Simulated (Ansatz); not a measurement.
# H₆NPSSi: basis-set convergence

One table from this session's results is given with a row withheld; the runs are named, their logs left out.

Computed with Ansatz 0.2.0, Gaussian basis. Level: one geometry, several basis sets.

Levels to be run: PBE0-D4/def2-SVP; ωB97M-V/def2-SVP; PBE0-D4/def2-QZVPP; ωB97M-V/def2-QZVPP; the functionals' def2-TZVPP values are taken from earlier runs.

## The geometry

An earlier PBE0-D4 in a triple-zeta def2 set relaxation fixed the geometry.

10 atoms, charge 0, spin multiplicity 1.

Atoms are counted from 1 here; the program's logs count them from 0.

Bond lengths: N1–P2 1.685 Å, N1–H5 1.008 Å, N1–H6 1.010 Å, P2–S3 2.152 Å, P2–H7 1.416 Å, S3–Si4 2.132 Å, Si4–H8 1.484 Å, Si4–H9 1.485 Å, Si4–H10 1.487 Å. Angles: P2–N1–H5 114.8°, P2–N1–H6 119.9°, H5–N1–H6 111.6°, N1–P2–S3 107.9°, N1–P2–H7 96.9°, S3–P2–H7 92.4°, P2–S3–Si4 95.7°, S3–Si4–H8 111.4°, S3–Si4–H9 106.9°, S3–Si4–H10 110.6°, H8–Si4–H9 109.9°, H8–Si4–H10 108.7°, H9–Si4–H10 109.4°.

The first run:

in.yaml reads:

```yaml
crystal:
  periodic: [false, false, false]
  atoms:
    - {symbol: N, position_ang: [-0.194347, 2.018762, -0.852069]}
    - {symbol: P, position_ang: [0.464448, 0.507272, -1.199862]}
    - {symbol: S, position_ang: [1.255625, -0.305860, 0.628416]}
    - {symbol: Si, position_ang: [-0.305183, -1.729372, 0.919662]}
    - {symbol: H, position_ang: [-1.180247, 2.011493, -0.640123]}
    - {symbol: H, position_ang: [0.308005, 2.662541, -0.258097]}
    - {symbol: H, position_ang: [1.737234, 0.967691, -1.616608]}
    - {symbol: H, position_ang: [-0.290724, -2.772998, -0.135614]}
    - {symbol: H, position_ang: [-0.078847, -2.351678, 2.248466]}
    - {symbol: H, position_ang: [-1.632763, -1.059050, 0.908629]}
basis:
  gaussian: {orbitals: def2-SVP}
hamiltonian: {xc: pbe0, dispersion: d4}
output: {orbitals: {seedname: orbitals}}
```

Command:

```console
ansatz run in.yaml --threads 2 --pin off --events-out ev --progress --plain --max-ram 4352MiB
```

Among the steps run: PBE0-D4 in def2-SVP; ωB97M-V in def2-SVP; PBE0-D4 in def2-QZVPP; ωB97M-V in def2-QZVPP.

One of the session's tables, all rows but one given; the rest of the session is left out.

It belongs to the step «Functionals by basis». 

```
functional       basis  HOMO (eV)  LUMO (eV)
   PBE0-D4    def2-SVP      -7.03       0.20
   PBE0-D4  def2-TZVPP      -7.12      -0.21
   PBE0-D4  def2-QZVPP      -7.15      -0.36
   ωB97M-V    def2-SVP      -9.10       2.14
   ωB97M-V  def2-TZVPP      -9.23       1.52
   ωB97M-V  def2-QZVPP          ?          ?
```

Estimate the missing values for ωB97M-V, def2-QZVPP.

As computed: HOMO (eV): -9.27; LUMO (eV): 1.21. In the column «HOMO (eV)» it is the lowest.
